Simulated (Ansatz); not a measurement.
**C₂H₄F₂Si: how energies converge with the basis set**

Aim: see how fast density functionals converge with the basis set for C₂H₄F₂Si.

Program: Ansatz 0.2.0, Gaussian basis. Level of theory: one geometry, several basis sets. These are calculated values, not measurements.

Plan: PBE0-D4/def2-SVP; ωB97M-V/def2-SVP; PBE0-D4/def2-QZVPP; ωB97M-V/def2-QZVPP; the functionals' def2-TZVPP values are taken from earlier runs.

## Step 1: Structure used throughout

The geometry comes from an earlier relaxation with PBE0-D4 in a triple-zeta def2 set; it is a stationary point, not always the lowest conformer.

SMILES `F[C@H]1[SiH2][C@@H]1F`, 9 atoms, charge 0, spin multiplicity 1.

Atoms are counted from 1 here; the program's logs count them from 0.

Bond lengths: F1–C2 1.367 Å, C2–Si3 1.877 Å, C2–C4 1.494 Å, C2–H6 1.092 Å, Si3–C4 1.877 Å, Si3–H7 1.477 Å, Si3–H8 1.477 Å, C4–F5 1.367 Å, C4–H9 1.092 Å. Angles: F1–C2–Si3 130.3°, F1–C2–C4 119.3°, F1–C2–H6 111.3°, Si3–C2–C4 66.6°, Si3–C2–H6 109.9°, C4–C2–H6 112.3°, C2–Si3–C4 46.9°, C2–Si3–H7 115.2°, C2–Si3–H8 123.1°, C4–Si3–H7 123.1°, C4–Si3–H8 115.2°, H7–Si3–H8 116.1°, C2–C4–Si3 66.6°, C2–C4–F5 119.3°, C2–C4–H9 112.3°, Si3–C4–F5 130.3°, Si3–C4–H9 109.9°, F5–C4–H9 111.3°.

## Step 2: PBE0-D4 in def2-SVP

Input file in.yaml:

```yaml
crystal:
  periodic: [false, false, false]
  atoms:
    - {symbol: F, position_ang: [-1.439244, -0.694442, 1.371966]}
    - {symbol: C, position_ang: [-0.415206, 0.023471, 0.820854]}
    - {symbol: Si, position_ang: [1.027844, -0.539586, -0.239896]}
    - {symbol: C, position_ang: [-0.515929, 0.465404, -0.602363]}
    - {symbol: F, position_ang: [-0.658536, 1.795806, -0.880709]}
    - {symbol: H, position_ang: [-0.096031, 0.831024, 1.483433]}
    - {symbol: H, position_ang: [2.329472, 0.074089, 0.093043]}
    - {symbol: H, position_ang: [1.081760, -1.864903, -0.889750]}
    - {symbol: H, position_ang: [-1.225531, -0.137164, -1.173677]}
basis:
  gaussian: {orbitals: def2-SVP}
hamiltonian: {xc: pbe0, dispersion: d4}
output: {orbitals: {seedname: orbitals}}
```

On the command line:

```
$ ansatz run in.yaml --threads 2 --pin off --events-out ev --progress --plain --max-ram 4352MiB
```

The program printed:

```text
Functional definition: PBE0
  name "PBE0"
  cite "Adamo & Barone, J. Chem. Phys. 110, 6158 (1999) doi:10.1063/1.478522"
  cite "Perdew, Burke & Ernzerhof, Phys. Rev. Lett. 77, 3865 (1996) doi:10.1103/PhysRevLett.77.3865"
  parent pbe
  parameter a = 0.25
  parameter kappa = 0.804
  parameter beta = 0.06672455060314922
  exchange = (1 - a)*pbe_x(kappa = kappa, mu = beta*pi^2/3) + a*exact_x
  correlation = pbe_c(beta = beta)
1040 factors; their error is unknown
mean field evaluation 1: about -15426.2517 eV, gradient 3.5e1 eV
mean field evaluation 2: about -15424.3470 eV, gradient 4.3e1 eV
mean field evaluation 4: about -15429.0723 eV, gradient 1.8e0 eV
mean field evaluation 8: about -15429.0811 eV, gradient 7.0e-3 eV
mean field evaluation 16: about -15429.1282 eV, gradient 1.3e-5 eV
mean field -15429.12821806 eV, -567.0100037750 hartree, gradient 1.3e-5 eV, S^2 0.000000; 0 other end points of the search recorded, 0 dependent functions left out
reference -15429.12823878 eV, -567.0100045363 hartree; 24, 24 occupied and 70, 70 virtual orbitals, 1040 factors
Total energy: -15429.26469021 eV, -567.0150190339 hartree
```

Run time: 1.4 s. Hardware: 2 threads of Arm Neoverse V1, shared host.

## Step 3: ωB97M-V in def2-SVP

Changes to in.yaml since step 2:

```diff
@@ -14,3 +14,3 @@
   gaussian: {orbitals: def2-SVP}
-hamiltonian: {xc: pbe0, dispersion: d4}
+hamiltonian: {xc: {name: wB97M-V}}
 output: {orbitals: {seedname: orbitals}}
```

Launched as before.

The program printed (excerpt; [...] marks lines left out):

```text
Functional definition: wB97M-V
  name "wB97M-V"
  cite "Mardirossian & Head-Gordon, J. Chem. Phys. 144, 214110 (2016) doi:10.1063/1.4952647"
  cite "Becke, J. Chem. Phys. 107, 8554 (1997) doi:10.1063/1.475007"
  cite "Vydrov & Van Voorhis, J. Chem. Phys. 133, 244103 (2010) doi:10.1063/1.3521275"
  # Of w^i u^j: cxij and so on, Table III.
[...]
  gx(w, u) = 1 - cx + cx01*u + cx10*w
  gss(w, u) = css00 + css04*u^4 + css10*w + css20*w^2 + css43*w^4*u^3
  gos(w, u) = cos00 + cos10*w + (cos20 + cos21*u)*w^2 + (cos60 + cos61*u)*w^6
[...]
      + integral(e_c_pw_mod_opposite_spin*gos(b97_w_opposite, b97_u_opposite)) + vv10(b, c)
1040 factors; their error is unknown
256 factors; integrals over basis functions are off by at most 5.7e-6 eV
[...]
mean field -15437.02640376 eV, -567.3002567459 hartree, gradient 6.4e-5 eV, S^2 0.000000; 0 other end points of the search recorded, 0 dependent functions left out
reference -15437.02643786 eV, -567.3002579992 hartree; 24, 24 occupied and 70, 70 virtual orbitals, 1040 factors
Total energy: -15437.02643786 eV, -567.3002579992 hartree
```

Wall time 5.5 s (2 threads of Arm Neoverse V1, shared host).

## Step 4: PBE0-D4 in def2-QZVPP

Changes to in.yaml since step 3:

```diff
@@ -13,4 +13,4 @@
 basis:
-  gaussian: {orbitals: def2-SVP}
-hamiltonian: {xc: {name: wB97M-V}}
+  gaussian: {orbitals: "def2-QZVPP.json"}
+hamiltonian: {xc: pbe0, dispersion: d4}
 output: {orbitals: {seedname: orbitals}}
```

Same command.

The program printed:

```text
Functional definition: PBE0
  name "PBE0"
  cite "Adamo & Barone, J. Chem. Phys. 110, 6158 (1999) doi:10.1063/1.478522"
  cite "Perdew, Burke & Ernzerhof, Phys. Rev. Lett. 77, 3865 (1996) doi:10.1103/PhysRevLett.77.3865"
  parent pbe
  parameter a = 0.25
  parameter kappa = 0.804
  parameter beta = 0.06672455060314922
  exchange = (1 - a)*pbe_x(kappa = kappa, mu = beta*pi^2/3) + a*exact_x
  correlation = pbe_c(beta = beta)
1345 factors; their error is unknown
mean field evaluation 1: about -15436.7091 eV, gradient 4.7e1 eV
mean field evaluation 2: about -15431.4236 eV, gradient 6.4e1 eV
mean field evaluation 4: about -15441.6163 eV, gradient 2.2e0 eV
mean field evaluation 8: about -15441.6263 eV, gradient 2.5e-2 eV
mean field evaluation 16: about -15441.6337 eV, gradient 3.2e-5 eV
mean field -15441.63366761 eV, -567.4695705694 hartree, gradient 3.2e-5 eV, S^2 0.000000; 0 other end points of the search recorded, 0 dependent functions left out
reference -15441.63370413 eV, -567.4695719115 hartree; 24, 24 occupied and 394, 394 virtual orbitals, 1345 factors
Total energy: -15441.77015556 eV, -567.4745864091 hartree
```

Wall time 14 s (2 threads of Arm Neoverse V1, shared host); peak memory 1.1 GiB.

## Step 5: ωB97M-V in def2-QZVPP

Changes to in.yaml since step 4:

```diff
@@ -14,3 +14,3 @@
   gaussian: {orbitals: "def2-QZVPP.json"}
-hamiltonian: {xc: pbe0, dispersion: d4}
+hamiltonian: {xc: {name: wB97M-V}}
 output: {orbitals: {seedname: orbitals}}
```

The command is unchanged.

The program printed (excerpt; [...] marks lines left out):

```text
Functional definition: wB97M-V
  name "wB97M-V"
  cite "Mardirossian & Head-Gordon, J. Chem. Phys. 144, 214110 (2016) doi:10.1063/1.4952647"
  cite "Becke, J. Chem. Phys. 107, 8554 (1997) doi:10.1063/1.475007"
  cite "Vydrov & Van Voorhis, J. Chem. Phys. 133, 244103 (2010) doi:10.1063/1.3521275"
  # Of w^i u^j: cxij and so on, Table III.
[...]
  gx(w, u) = 1 - cx + cx01*u + cx10*w
  gss(w, u) = css00 + css04*u^4 + css10*w + css20*w^2 + css43*w^4*u^3
  gos(w, u) = cos00 + cos10*w + (cos20 + cos21*u)*w^2 + (cos60 + cos61*u)*w^6
[...]
      + integral(e_c_pw_mod_opposite_spin*gos(b97_w_opposite, b97_u_opposite)) + vv10(b, c)
1325 factors; their error is unknown
302 factors; integrals over basis functions are off by at most 7.4e-6 eV
[...]
mean field -15449.73903732 eV, -567.7674374123 hartree, gradient 5.1e-5 eV, S^2 0.000000; 0 other end points of the search recorded, 0 dependent functions left out
reference -15449.73909596 eV, -567.7674395673 hartree; 24, 24 occupied and 394, 394 virtual orbitals, 1325 factors
Total energy: -15449.73909596 eV, -567.7674395673 hartree
```

Wall time 29 s (2 threads of Arm Neoverse V1, shared host); peak memory 1.4 GiB.

## Step 6: Functionals by basis

The def2-TZVPP values come from earlier runs at the same geometry.

```csv
functional,basis,functions,energy (eV),from the largest (eV),HOMO (eV),LUMO (eV)
PBE0-D4,def2-SVP,94,-15429.2647,12.505,-7.46,-0.08
PBE0-D4,def2-TZVPP,222,-15441.1007,0.669,-7.54,-0.47
PBE0-D4,def2-QZVPP,418,-15441.7702,0.000,-7.57,-0.57
ωB97M-V,def2-SVP,94,-15437.0264,12.713,-9.62,1.88
ωB97M-V,def2-TZVPP,222,-15449.1090,0.630,-9.73,1.27
ωB97M-V,def2-QZVPP,418,-15449.7391,0.000,-9.77,0.99
```

## Step 7: Outcome

| quantity | value |
| --- | --- |
| PBE0-D4: double and triple zeta above quadruple | 12.51, 0.67 eV |
| ωB97M-V: double and triple zeta above quadruple | 12.71, 0.63 eV |

In words: PBE0-D4 gains 11.84 eV from double to triple zeta, then 0.67 eV more. These are total energies; as a rule much of such shifts cancels in differences, which this series doesn't test. The LUMO of ωB97M-V is positive and keeps falling with the basis (1.88 to 0.99 eV): an unbound level that the basis holds in place.

For PBE0-D4 the largest set took about 9 times as long as the smallest (14 s against 1.4 s).
